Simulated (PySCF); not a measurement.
**ZnH2O2 (Zn(OH)2), run twice**

Wanted: attachment energies of ZnH2O2 (Zn(OH)2), ADC(2)/6-31G** (Cartesian functions, root kind ea).

The results are computed with PySCF 2.14.0.

5 further runs of the same task are left out: 1 that didn't finish, 4 set aside as unsound or not needed.

**1. Starting point**

The species is ZnH2O2 (5 atoms), meant as a singlet with charge 0. SMILES: `[OH][Zn][OH]`. Geometry: a GFN2-xTB relaxation, a rough one for these elements and not checked as a minimum.

Bond lengths: Zn1–O2 1.707 Å, Zn1–O4 1.706 Å, O2–H3 0.955 Å, O4–H5 0.955 Å. Angles: O2–Zn1–O4 144.5°, Zn1–O2–H3 123.5°, Zn1–O4–H5 123.7°.

**2. Try one**

File calc.py:

```python
# Zn(OH)2
from pyscf import gto, adc

mol = gto.M(
    atom='''
Zn
O 1 1.706873
H 2 0.954912 1 123.47325
O 1 1.706074 2 144.48668 3 -179.67651
H 4 0.955095 1 123.74481 2 -179.96726
''',
    verbose=4,
    basis='4-31g',
    cart=True,
    charge=0,
    max_memory=1860,
)

hf = mol.RHF()
hf = hf.newton()
hf.kernel()

myadc = adc.ADC(hf)
myadc.method = 'adc(2)'

myadc.method_type = 'ea'
e, vec, osc, x = myadc.kernel(nroots=2)
myadc.analyze()
roots = e * 27.211386
print('root  energy (eV)  strength')
for i, (w, f) in enumerate(zip(roots, osc), 1):
    print('%3d %10.4f %10.5f' % (i, w, f))
```

Started as:

```console
$ OMP_NUM_THREADS=1 python calc.py
```

What it wrote:

```text
pyscf.lib.exceptions.BasisNotFoundError: Basis set not found for Zn in 4-31g
```

Wall time 0.72 s (1 thread of Arm Neoverse V1, shared host); peak memory 0.11 GiB.

**3. Diagnosis**

The program refused the input.

The log says `pyscf.lib.exceptions.BasisNotFoundError: Basis set not found for Zn in 4-31g`. The fault: the program or basis doesn't cover what is asked for. To mend it: basis set 6-31G** in place of 4-31G.

**4. Try two**

File job.py:

```python
from pyscf import gto, scf, adc

mol = gto.M(
    atom='''
Zn
O 1 1.706873
H 2 0.954912 1 123.47325
O 1 1.706074 2 144.48668 3 -179.67651
H 4 0.955095 1 123.74481 2 -179.96726
''',
    verbose=4,
    cart=True,
    basis='6-31g**',
    max_memory=1860,
    spin=0,
)

hf = scf.RHF(mol)
hf = hf.newton()
hf.kernel()

myadc = adc.ADC(hf)
myadc.method = 'adc(2)'

myadc.method_type = 'ea'
e, vec, osc, x = myadc.kernel(nroots=2)
myadc.analyze()
roots = e * 27.211386
print('root  energy (eV)  strength')
for i, (w, f) in enumerate(zip(roots, osc), 1):
    print('%3d %10.4f %10.5f' % (i, w, f))
```

Started as:

```console
$ OMP_NUM_THREADS=1 python job.py
```

What it wrote:

```text
PySCF version 2.14.0

[INPUT] num. atoms = 5
[INPUT] num. electrons = 48
[INPUT] charge = 0
[INPUT] spin (= nelec alpha-beta = 2S) = 0
[INPUT] symmetry False subgroup None
[INPUT] Mole.unit = angstrom
[INPUT] Cartesian GTO integrals (6d 10f)
[INPUT] Symbol           X                Y                Z      unit          X                Y                Z       unit  Magmom
[INPUT]  1 Zn     0.000000000000   0.000000000000   0.000000000000 AA    0.000000000000   0.000000000000   0.000000000000 Bohr   0.0
[INPUT]  2 O      1.706873000000   0.000000000000   0.000000000000 AA    3.225522499415   0.000000000000   0.000000000000 Bohr   0.0
[INPUT]  3 H      2.233552425870   0.000000000000   0.796533558684 AA    4.220802369751   0.000000000000   1.505230274938 Bohr   0.0
[INPUT]  4 O     -1.388710960356  -0.005595376732  -0.991029290093 AA   -2.624283381255  -0.010573729588  -1.872773939697 Bohr   0.0
[INPUT]  5 H     -2.281901853890  -0.003231808142  -0.652782486298 AA   -4.312169546989  -0.006107232275  -1.233580118016 Bohr   0.0

nuclear repulsion = 183.72374383299
number of shells = 30
number of NR pGTOs = 174
number of NR cGTOs = 79
basis = 6-31g**
ecp = {}

******** <class 'pyscf.soscf.newton_ah.SecondOrderRHF'> ********
method = SecondOrderRHF
initial guess = minao
damping factor = 0
level_shift factor = 0
DIIS = <class 'pyscf.scf.diis.CDIIS'>
diis_start_cycle = 1
diis_space = 8
diis_damp = 0
SCF conv_tol = 1e-09
SCF conv_tol_grad = None
SCF max_cycles = 50
direct_scf = True
direct_scf_tol = 1e-13
******** <class 'pyscf.scf.hf.RHF'> Newton solver flags ********
SCF tol = 1e-09
conv_tol_grad = None
max. SCF cycles = 50
direct_scf = True
direct_scf_tol = 1e-13
max_cycle_inner = 12
max_stepsize = 0.05
ah_start_tol = 1e+09
ah_level_shift = 0
ah_conv_tol = 1e-12
ah_lindep = 1e-14
ah_start_cycle = 1
ah_max_cycle = 40
ah_grad_trust_region = 2.5
kf_interval = 4
kf_trust_region = 5
canonicalization = True
Set conv_tol_grad to 3.16228e-05
Initial guess from minao.
  HOMO = -0.459611733467488  LUMO = -0.0772462881833107  gap/eV = 10.40469
Initial guess E= -1928.28718098664  |g|= 0.781283
macro= 0  E= -1928.40524144126  delta_E= -0.11806  |g|= 0.0586269  3 KF 10 JK
macro= 1  E= -1928.40543238981  delta_E= -0.000190949  |g|= 7.43351e-05  3 KF 11 JK
macro= 2  E= -1928.40543238982  delta_E= -1.36424e-11  |g|= 3.23179e-06  1 KF 2 JK
Canonicalize SCF orbitals
macro X = 3  E=-1928.40543238982  |g|= 3.23179e-06  total 8 KF 27 JK
converged SCF energy = -1928.40543238982

******** <class 'pyscf.adc.radc.RADC'> ********
******** ADC Orbital Information ********
Number of Frozen Occupied Orbitals: 0
Number of Frozen Virtual Orbitals: 0
Number of Active Occupied Orbitals: 24
Number of Active Virtual Orbitals: 55
*****************************************
Reference correlation energy (doubles): -0.78056366
MP2 correlation energy of reference state (a.u.) = -0.78056366

******** <class 'pyscf.adc.radc_ea.RADCEA'> ********
max_space = 12
max_cycle = 50
conv_tol = 1e-08

*************************************************************
        ADC calculation summary (doublet states only)
*************************************************************
adc(2) root 0  |  Energy (Eh) =   0.0349035510  |  Energy (eV) =   0.94977400  |  Spec. factor = 1.95204598  |  conv = True
adc(2) root 1  |  Energy (Eh) =   0.1030460904  |  Energy (eV) =   2.80402694  |  Spec. factor = 1.97258121  |  conv = True

*************************************************************
           Eigenvector analysis summary
*************************************************************
Number of occupied orbitals = 24
Number of virtual orbitals =  55
Print eigenvector elements > 0.100000

adc(2) | root 0 | Energy (eV) =   0.94977400 | norm(1p)  = 0.9824 | norm(1h2p) = 0.0176

1p block:
     a     U(a)
------------------
    25   -0.9890
***************************************************************************************

adc(2) | root 1 | Energy (eV) =   2.80402694 | norm(1p)  = 0.9908 | norm(1h2p) = 0.0092

1p block:
     a     U(a)
------------------
    26   -0.9949
***************************************************************************************

*************************************************************
            Spectroscopic factors analysis summary
*************************************************************
Print spectroscopic factors > 1.000000E-01

adc(2) | root 0 | Energy (eV) =   0.94977400

     HF MO     Spec. Contribution     Orbital symmetry
-----------------------------------------------------------
      25          1.93796578                A

Partial spec. factor sum = 1.93796578
***********************************************************

adc(2) | root 1 | Energy (eV) =   2.80402694

     HF MO     Spec. Contribution     Orbital symmetry
-----------------------------------------------------------
      26          1.96910088                A

Partial spec. factor sum = 1.96910088
***********************************************************

root  energy (eV)  strength
  1     0.9498    1.95205
  2     2.8040    1.97258
```

It took 4.8 s on 1 thread of Arm Neoverse V1, shared host; peak memory 0.31 GiB.

**5. What came out**

At ADC(2)/6-31G** (Cartesian functions, root kind ea):

```
                               quantity       value
   dipole moment (Hartree–Fock density)      4.65 D
    HOMO energy (Hartree–Fock orbitals)   -11.89 eV
    LUMO energy (Hartree–Fock orbitals)     1.20 eV
  HOMO–LUMO gap (Hartree–Fock orbitals)    13.08 eV
                     correlation energy  -780.6 mEh
lowest attachment energy, E(N+1) − E(N)     0.95 eV
```

A positive attachment energy means an unbound electron; such a root is set by the basis.
